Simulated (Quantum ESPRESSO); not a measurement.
Crystal: TaVN2.

```
Ta V N
1.0
     3.04987    0.00000    0.00000
     0.00000    3.04987    0.00000
     0.00000    0.00000    4.29606
Ta V N
1 1 2
Direct
  0.00000 0.00000 0.00000
  0.50000 0.50000 0.50000
  0.50000 0.50000 0.00000
  0.00000 0.00000 0.50000
```

The cell comes from a database or a generator and needn't be the stable form of this composition.

Base run:

| Quantity | Value |
| --- | --- |
| Program | Quantum ESPRESSO 7.5 |
| Functional | PBEsol |
| Potentials or basis | GBRV 1.5 PBEsol |
| Cutoff | 762 eV |
| Density cutoff | 6095 eV |
| k mesh | 9 × 9 × 6 |
| Occupations | fermi-dirac, width 0.05 eV |
| Spin | collinear spin, ferromagnetic start |
| Starting moments | [0.0, 2.0, 0.0, 0.0] μB |

Its results: band gap on the k mesh none (metal or under the smearing width); pressure -11.2 GPa; net moment 0.90 μB per cell.

Q: The run is repeated on the same cell with these changes: functional from PBEsol to LDA; potentials or basis from GBRV 1.5 PBEsol to GBRV 1.5 LDA. What comes out?

A: Band gap on the k mesh none (metal or under the smearing width); pressure -19.2 GPa; net moment 0.00 μB per cell.

Caveats: so large a pressure means that the cell lies far from this level's equilibrium, or that cutoff or potentials fall short (some runs).

Not every run made on this cell is shown here.
